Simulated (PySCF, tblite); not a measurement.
**C₈H₁₂NP: geometry, infrared bands and NMR shifts**

Wanted: the infrared bands and NMR shifts of C₈H₁₂NP (`CCP(C)c1ccccn1`), by calculation.

Programs: tblite 0.8.0 and PySCF 2.14.0, with density-fitted response routines of our own. Each step states its level of theory. These are calculated values for one molecule in the gas phase, unless marked as measured. Atoms are numbered from 0 throughout.

## 1. The molecule as given

22 atoms, charge 0, multiplicity 1; geometry from: force field or distance geometry start.

Bonds of the start (Å): C0–C1 1.53, C1–P2 1.86, P2–C3 1.85, P2–C4 1.80, C4–C5 1.38, C5–C6 1.40, C6–C7 1.38, C7–C8 1.39, C8–N9 1.36, N9–C4 1.35, C0–H10 1.10, C0–H11 1.09, C0–H12 1.11, C1–H13 1.10, C1–H14 1.09, C3–H15 1.08, C3–H16 1.09, C3–H17 1.09, C5–H18 1.09, C6–H19 1.10, C7–H20 1.08, C8–H21 1.08.

## 2. Optimising the geometry with GFN2-xTB

What the job is given:

```
{"job": {"kind": "relax", "xc": "GFN2-xTB", "basis": "xTB"}, "charge": 0, "multiplicity": 1}
C     -2.493500    -0.883100     0.805000
C     -2.148800     0.042200    -0.361600
P     -0.879700     1.307400     0.125900
C     -0.641800     2.092400    -1.535100
C      0.606300     0.302300     0.250800
C      1.404700     0.353400     1.375500
C      2.551600    -0.439500     1.424700
C      2.862200    -1.257600     0.353700
C      2.007100    -1.253000    -0.738800
N      0.884900    -0.488800    -0.811800
H     -3.282400    -1.588700     0.495200
H     -1.642300    -1.466300     1.145300
H     -2.890200    -0.314100     1.673100
H     -1.795300    -0.561400    -1.204800
H     -3.053500     0.568700    -0.676500
H     -0.475000     1.348600    -2.304500
H     -1.523300     2.673800    -1.795900
H      0.214900     2.759200    -1.503700
H      1.157200     1.001900     2.219800
H      3.199100    -0.420500     2.309600
H      3.733000    -1.888200     0.360900
H      2.194400    -1.869400    -1.607600
```

Command:

```console
OMP_NUM_THREADS=1 python probes_run.py task.json out
```

One launch serves the whole session: the jobs run in the order shown.

**Question.** This job is followed by: GFN2-xTB harmonic vibrations, gas phase; GIAO PBE0/pcSseg-1 NMR shielding, non-relativistic, gas phase. What will the session give for the following? strongest single infrared mode (GFN2-xTB); zero-point energy (GFN2-xTB); 13C shifts against TMS (PBE0/pcSseg-1); 1H shifts against TMS (PBE0/pcSseg-1, means over atoms taken as alike); 31P shifts against H3PO4 (PBE0/pcSseg-1); 15N shifts against NH3 (PBE0/pcSseg-1).

As calculated:

| quantity | value |
| --- | --- |
| strongest single infrared mode (GFN2-xTB) | 3015 cm⁻¹, 53 km/mol |
| zero-point energy (GFN2-xTB) | 111.9 kcal/mol |
| 13C shifts against TMS (PBE0/pcSseg-1) | 172.6, 156.4, 141.0, 138.3, 128.3, 31.2, 17.7, 12.7 ppm |
| 1H shifts against TMS (PBE0/pcSseg-1, means over atoms taken as alike) | 9.07, 7.98, 7.85, 7.35, 1.97, 1.44, 0.80 ppm |
| 31P shifts against H3PO4 (PBE0/pcSseg-1) | -48.3 ppm |
| 15N shifts against NH3 (PBE0/pcSseg-1) | 363.5 ppm |

In words: Relaxing lowered the energy by 0.164 eV in 65 steps; the close pair that moved most is P2–C4, from 1.798 to 1.847 Å. All 60 modes are real, so the xTB geometry is a minimum. Unscaled tight-binding wavenumbers are off by several per cent, some by more. Its intensities can rank the bands wrongly. At PBE0/pcSseg-1: The largest span, 726 ppm, is at N9, where the paramagnetic term is -428 ppm. NICS(1)zz of -28 ppm above the planar ring from C4 marks a diatropic (aromatic) ring current.
